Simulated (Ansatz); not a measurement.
# F2H5NSi: the cost of one run

Method: RKS B3LYP/def2-SVP, in Ansatz 0.2.0.

**1. The system as given**

Bond lengths: Si1–F2 1.940 Å, Si1–H3 1.460 Å, Si1–F4 1.589 Å, Si1–H5 1.459 Å, Si1–N6 2.120 Å, N6–H7 1.060 Å, N6–H8 1.060 Å. Angles: F2–Si1–H3 109.5°, F2–Si1–F4 109.5°, F2–Si1–H5 109.5°, F2–Si1–N6 71.6°, H3–Si1–F4 109.5°, H3–Si1–H5 109.5°, H3–Si1–N6 178.9°, F4–Si1–H5 109.5°, F4–Si1–N6 69.8°, H5–Si1–N6 70.1°, Si1–N6–H7 120.0°, Si1–N6–H8 120.0°, H7–N6–H8 120.0°.

Structure file:

```xyz
9

Si    0.0000    0.0000    0.0000
F     0.0000    0.0000    1.9400
H     1.3768    0.0000   -0.4862
F    -0.7489    1.2974   -0.5295
H    -0.6877   -1.1914   -0.4862
N    -2.0118    0.0064    0.6685
H    -2.7337   -0.5991    0.1827
H    -2.2959    0.6151    1.4885
H    -1.1911    0.0038    1.7191
```

**2. Pulling towards end A**

Springs on the bonds that form and break draw the guess towards this end; the thresholds are loose.

Contents of input.yaml:

```yaml
crystal:
  periodic: [false, false, false]
  atoms:
    - { symbol: Si, position_ang: [0.0, 0.0, 0.0] }
    - { symbol: F, position_ang: [0.0, 0.0, 1.94] }
    - { symbol: H, position_ang: [1.3768, 0.0, -0.4862] }
    - { symbol: F, position_ang: [-0.7489, 1.2974, -0.5295] }
    - { symbol: H, position_ang: [-0.6877, -1.1914, -0.4862] }
    - { symbol: "N", position_ang: [-2.0118, 0.0064, 0.6685] }
    - { symbol: H, position_ang: [-2.7337, -0.5991, 0.1827] }
    - { symbol: H, position_ang: [-2.2959, 0.6151, 1.4885] }
    - { symbol: H, position_ang: [-1.1911, 0.0038, 1.7191] }
basis:
  gaussian: { orbitals: def2-SVP }
hamiltonian:
  xc: b3lyp
relax:
  f_tol: 0.15
  max_steps: 25
  restrain:
    - { distance: [0, 5], at: 3.02, k: 30.0 }
    - { distance: [8, 1], at: 2.12, k: 30.0 }
    - { distance: [0, 1], at: 1.59, k: 30.0 }
    - { distance: [8, 5], at: 1.06, k: 30.0 }
```

Run with:

```bash
ansatz run input.yaml --threads 2 --pin off --max-ram 3072MiB --backend cpu --events-out ev --progress --plain --runs-dir out
```

What time and memory should one allow on 2 threads of Arm Neoverse V1, shared host?

About 21 s, with a peak of 0.16 GiB.
